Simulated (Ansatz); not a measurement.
# CAg: the cost of one run

Program: Ansatz 0.2.0 through its Python package. Level of theory: r2SCAN/def2-SVP. These are calculated values, not measurements.

### Step 1. The structure

Bond lengths: Ag1–C2 2.045 Å.

The script holds or builds the structure itself.

### Step 2. The script

tae_cag.py reads:

```python
from collections import Counter

import ansatz as az


def single_point(molecule, charge=0, unpaired=0):
    calc = molecule.calculation().basis(gaussian='def2-SVP').functional('r2scan')
    if charge:
        calc = calc.charge(charge)
    if unpaired:
        calc = calc.spin('collinear', total=unpaired)
    report = calc.run(threads=1, backend='cpu').report
    if report['published_state_doubts']:
        print('  doubts:', report['published_state_doubts'])
    return report['free_energy_ev']

geometry_ang = [
    ('Ag', (0.0, 0.0, 0.0)),
    ('C', (0.0, 0.0, 2.045)),
]
system = az.Crystal.molecule()
for symbol, xyz in geometry_ang:
    system = system.atom(symbol, xyz)

unpaired = {'Ag': 1, 'C': 2}
counts = Counter(site.symbol for site in system.cartesian_sites)
atom_energy = {s: single_point(az.Crystal.molecule().atom(s, (0, 0, 0)), 0, unpaired[s]) for s in counts}
whole = single_point(system, 0, 1)
for s, e in atom_energy.items():
    print(f'{s:2s} x{counts[s]}  {e:14.5f} eV')
print(f'CAg: {whole:.5f} eV')
split = sum(counts[s] * e for s, e in atom_energy.items()) - whole
print(f'atomisation energy (no zero-point term): {96.485332 * split:.1f} kJ/mol, {split / sum(counts.values()):.3f} eV an atom')
```

### Step 3. The input behind the calls

The engine receives this input (first run):

```yaml
crystal:
  periodic: [false, false, false]
  atoms:
    - { symbol: Ag, position_ang: [0.0, 0.0, 0.0] }
basis:
  gaussian:
    orbitals: def2-SVP
hamiltonian:
  xc: r2scan
magnetization:
  spin_polarized: true
  initial_magnetization: 1.0
```

### Step 4. Launch

Launch:

```bash
python tae_cag.py
```

**Question.** How long does this script take on 1 thread of Intel Xeon 6975P-C (Granite Rapids), shared host, and how much memory does it need?

About 17 s, with a peak of 0.21 GiB.
